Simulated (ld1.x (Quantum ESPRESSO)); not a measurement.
**A PAW potential for zirconium, from input to tests**

Task: generate the file, and judge it by its errors in other configurations, its logarithmic derivatives, its ghosts and its cutoff.

The numbers are computed with ld1.x (Quantum ESPRESSO) 7.5 (LDA (PZ), scalar-relativistic, spin-unpolarised reference atom).

2 further runs of the same task are left out: 2 that didn't finish.

### Step 1. The design

The settings as typed:

| Item | Value |
| --- | --- |
| element | zirconium (Zr, Z = 40) |
| type | PAW |
| frozen core | [Ar] 3d10 |
| valence charge | 12 |
| reference configuration | 4s2 4p6 4d3 5s1 5p0 |
| partial waves | 4s (bound): rcut 1.75, rcutus 2.25 bohr; 5s (bound): rcut 1.75, rcutus 2.25 bohr; 4p (bound): rcut 2.40, rcutus 2.95 bohr; 5p (bound, empty): rcut 2.40, rcutus 2.95 bohr; 4d (bound): rcut 2.60, rcutus 2.95 bohr; 4d channel at 0.65 Ry: rcut 2.60, rcutus 2.95 bohr |
| local potential | all-electron potential smoothed inside 1.70 bohr (lloc = -1) |
| core correction | Bessel-smoothed model core inside 2.68 bohr |
| augmentation charge | BESSEL, radius 1.25 bohr |

The nodes and maxima of the atom's own shells, from an earlier all-electron run, set the scale for the radii.

All-electron outer shells of the reference configuration (LDA (PZ), scalar-relativistic, ld1.x):

```json
{"shell": "3p", "level (eV)": "-315.05", "outermost node (bohr)": "0.18", "outermost maximum (bohr)": "0.40"}
{"shell": "3d", "level (eV)": "-172.75", "outermost node (bohr)": "–", "outermost maximum (bohr)": "0.35"}
{"shell": "4s", "level (eV)": "-52.47", "outermost node (bohr)": "0.55", "outermost maximum (bohr)": "1.08"}
{"shell": "4p", "level (eV)": "-30.57", "outermost node (bohr)": "0.56", "outermost maximum (bohr)": "1.17"}
{"shell": "5s", "level (eV)": "-4.04", "outermost node (bohr)": "1.48", "outermost maximum (bohr)": "3.19"}
{"shell": "4d", "level (eV)": "-2.49", "outermost node (bohr)": "0.58", "outermost maximum (bohr)": "1.67"}
{"shell": "5p", "level (eV)": "-1.27", "outermost node (bohr)": "1.72", "outermost maximum (bohr)": "4.37"}
```

### Step 2. Generating the potential

Contents of Zr.in:

```
 &input
   title='Zr', zed=40., rel=1, dft='PZ', iswitch=3,
   config='[Kr] 4d3 5s1 5p0',
   nld=3, rlderiv=3.20, eminld=-6.0, emaxld=5.0, deld=0.02
 /
 &inputp
   pseudotype=3, lpaw=.true., tm=.true., lloc=-1, rcloc=1.70,
   nlcc=.true., new_core_ps=.true., rcore=2.68,
   which_augfun='BESSEL', rmatch_augfun=1.25,
   file_pseudopw='Zr.UPF', file_wfcaegen='ae.wfc', file_wfcncgen='nc.wfc', file_beta='beta', file_chi='chi', file_wfcusgen='us.wfc'
 /
6
4S  1  0   2.00   0.00  1.75  2.25  0.0
5S  2  0   1.00   0.00  1.75  2.25  0.0
4P  2  1   6.00   0.00  2.40  2.95  0.0
5P  3  1   0.00   0.00  2.40  2.95  0.0
4D  3  2   3.00   0.00  2.60  2.95  0.0
4D  3  2   0.00   0.65  2.60  2.95  0.0
 &test
   configts(1)='4s2 4p6 4d3 5s1 5p0'
 /
```

On the command line:

```bash
$ ld1.x < Zr.in > Zr.out
```

Output in Zr.out (without the banner and most projector matrices):

```text
     Program LD1 v.7.5
     --------------------------- All-electron run ----------------------------

     Zr
     scalar relativistic calculation

     atomic number is 40.00
     dft =PZ   lsd =0 sic =0 latt =0  beta=0.20 tr2=1.0E-14
     Exchange-correlation= PZ
                           (   1   1   0   0   0   0   0)
     mesh =1225 r(mesh) = 100.59681 a.u. xmin = -7.00 dx = 0.01250
     1 Ry =  13.60569312 eV, c = 137.03599908

     n l     nl                  e(Ry)          e(Ha)          e(eV)
     1 0     1S 1( 2.00)     -1308.0616      -654.0308    -17797.0844
     2 0     2S 1( 2.00)      -181.1432       -90.5716     -2464.5790
     2 1     2P 1( 6.00)      -161.6491       -80.8246     -2199.3483
     3 0     3S 1( 2.00)       -29.5062       -14.7531      -401.4527
     3 1     3P 1( 6.00)       -23.1561       -11.5780      -315.0542
     4 0     4S 1( 2.00)        -3.8563        -1.9282       -52.4679
     4 1     4P 1( 6.00)        -2.2472        -1.1236       -30.5751
     3 2     3D 1(10.00)       -12.6967        -6.3483      -172.7469
     4 2     4D 1( 3.00)        -0.1828        -0.0914        -2.4878
     5 0     5S 1( 1.00)        -0.2966        -0.1483        -4.0354
     5 1     5P 1( 0.00)        -0.0936        -0.0468        -1.2741

     final scf error:  8.0E-15 reached in  39 iterations

     Etot =   -7189.102683 Ry,   -3594.551342 Ha,  -97812.724938 eV

     Ekin =    7389.702248 Ry,    3694.851124 Ha,  100542.021057 eV
     Encl =  -17324.245390 Ry,   -8662.122695 Ha, -235708.366370 eV
     Eh   =    2965.439311 Ry,    1482.719656 Ha,   40346.857245 eV
     Exc  =    -219.998852 Ry,    -109.999426 Ha,   -2993.236870 eV

     normalization and overlap integrals

     s(1S/1S) =  1.000000  <r> =   0.0371  <r2> =    0.0019  r(max) =   0.0241
     s(2S/2S) =  1.000000  <r> =   0.1628  <r2> =    0.0312  r(max) =   0.1368
     s(2P/2P) =  1.000000  <r> =   0.1418  <r2> =    0.0246  r(max) =   0.1093
     s(3S/3S) =  1.000000  <r> =   0.4594  <r2> =    0.2420  r(max) =   0.4111
     s(3P/3P) =  1.000000  <r> =   0.4628  <r2> =    0.2497  r(max) =   0.4010
     s(4S/4S) =  1.000000  <r> =   1.2155  <r2> =    1.6792  r(max) =   1.0764
     s(4P/4P) =  1.000000  <r> =   1.3783  <r2> =    2.1883  r(max) =   1.1748
     s(3D/3D) =  1.000000  <r> =   0.4528  <r2> =    0.2482  r(max) =   0.3451
     s(4D/4D) =  1.000000  <r> =   2.5139  <r2> =    8.1257  r(max) =   1.6672
     s(5S/5S) =  1.000000  <r> =   3.8501  <r2> =   16.9964  r(max) =   3.1935
     s(5P/5P) =  1.000000  <r> =   5.4378  <r2> =   34.4826  r(max) =   4.3650

     ------------------------ End of All-electron run ------------------------

     --------------------- Generating PAW atomic setup --------------------

      Generating local potential from pseudized AE potential:
      Matching radius rcloc =   1.7000

      Local pseudo, rcloc= 1.709 Estimated cut-off energy=     8.51 Ry

      Computing core charge for nlcc:

       r > 2.68 : true rho core
      Core charge pseudized with two Bessel functions
      Integrated core pseudo-charge :   0.00
      Wfc-us  4S rcutus= 2.250  Estimated cut-off energy=    11.17 Ry
      Wfc-us  5S rcutus= 2.250  Estimated cut-off energy=    22.90 Ry
      Wfc-us  4P rcutus= 2.963  Estimated cut-off energy=    10.16 Ry
      Wfc-us  5P rcutus= 2.963  Estimated cut-off energy=     7.83 Ry
      Wfc-us  4D rcutus= 2.963  Estimated cut-off energy=    13.14 Ry
      Wfc-us  4D rcutus= 2.963  Estimated cut-off energy=    23.07 Ry

     Required augmentation: BESSEL   radius:    1.250000
     Suggested rho cutoff for augmentation:  63.48 Ry

     Estimated PAW energy = -298.594057 Ryd

     The PAW screened D coefficients
     3.36519     3.67527     0.00000     0.00000     0.00000     0.00000
     3.67527     2.43153     0.00000     0.00000     0.00000     0.00000
     0.00000     0.00000    -1.55112    -0.23239     0.00000     0.00000
     0.00000     0.00000    -0.23239     0.05232     0.00000     0.00000
     0.00000     0.00000     0.00000     0.00000    -0.14710     0.05299
     0.00000     0.00000     0.00000     0.00000     0.05299    -0.09229

     The PAW descreened D coefficients (US)
     4.29620    -0.58912     0.00000     0.00000     0.00000     0.00000
    -0.58912    -1.29386     0.00000     0.00000     0.00000     0.00000
     0.00000     0.00000    11.06402     2.52010     0.00000     0.00000
     0.00000     0.00000     2.52010     0.29210     0.00000     0.00000
     0.00000     0.00000     0.00000     0.00000     4.62691     1.49050
     0.00000     0.00000     0.00000     0.00000     1.49050    -1.23746

     ------------------- End of pseudopotential generation -------------------

     [... the all-electron block is printed once more ...]


     Computing logarithmic derivative in   3.21359
     Computing logarithmic derivative in   3.21359
     Computing the partial wave expansion
     R is outside the sphere for l=    0 j= 0.00
     R is outside the sphere for l=    0 j= 0.00
     R is outside the sphere for l=    1 j= 0.00
     R is outside the sphere for l=    1 j= 0.00
     R is outside the sphere for l=    2 j= 0.00
     R is outside the sphere for l=    2 j= 0.00

     ---------------------- Testing the pseudopotential ----------------------

     Zr
     scalar relativistic calculation

     atomic number is 40.00   valence charge is 12.00
     dft = SLA  PZ   NOGX NOGC   lsd =0 sic =0 latt =0  beta=0.20 tr2=1.0E-14
     mesh =1225 r(mesh) = 100.59681 xmin = -7.00 dx = 0.01250

     n l     nl             e AE (Ry)        e PS (Ry)    De AE-PS (Ry)
     1 0     4S   1( 2.00)       -3.85632       -3.85629       -0.00003
     2 1     4P   1( 6.00)       -2.24723       -2.24721       -0.00002
     3 2     4D   1( 3.00)       -0.18285       -0.18284       -0.00001
     2 0     5S   1( 1.00)       -0.29660       -0.29660       -0.00000
     3 1     5P   1( 0.00)       -0.09365       -0.09365       -0.00000

     eps = 7.7E-15  iter =  8

     Etot =   -7189.102683 Ry,   -3594.551342 Ha,  -97812.724938 eV
     Etotps =  -298.594056 Ry,    -149.297028 Ha,   -4062.579091 eV

     Ekin =     138.327616 Ry,      69.163808 Ha,    1882.043095 eV
     Encl =    -292.398863 Ry,    -146.199431 Ha,   -3978.289199 eV
     Ehrt =      75.476148 Ry,      37.738074 Ha,    1026.905312 eV
     Ecxc =    -219.998957 Ry,    -109.999479 Ha,   -2993.238299 eV
     (Ecc =      -0.000080 Ry,      -0.000040 Ha,      -0.001092 eV)

     ---------------------- End of pseudopotential test ----------------------
```

It took 4.5 s on 1 thread, shared host. (Generation and the later configuration tests together.)

Partial waves on a coarse radial grid (AE all-electron, PS pseudo):

```
r (bohr)    5s AE    5s PS
   0.148   0.0727   0.2353
   0.295  -0.1470   0.4397
   0.443  -0.1044   0.5916
   0.590   0.0626   0.6734
   0.738   0.2003   0.6817
   0.885   0.2601   0.6227
   1.033   0.2490   0.5107
   1.180   0.1887   0.3669
   1.328   0.0999   0.2100
   1.475   0.0003   0.0596
   1.623  -0.1004  -0.0748
   1.770  -0.1941  -0.1865
   1.918  -0.2783  -0.2775
   2.065  -0.3505  -0.3507
   2.213  -0.4111  -0.4111
   2.360  -0.4600  -0.4600
   2.508  -0.4985  -0.4985
   2.655  -0.5273  -0.5273
   2.802  -0.5477  -0.5477
   2.950  -0.5608  -0.5608
   3.098  -0.5676  -0.5676
   3.245  -0.5689  -0.5689
   3.393  -0.5656  -0.5656
   3.540  -0.5585  -0.5585
   3.688  -0.5482  -0.5482
   3.835  -0.5354  -0.5354
```

[end of part 1 of 2]
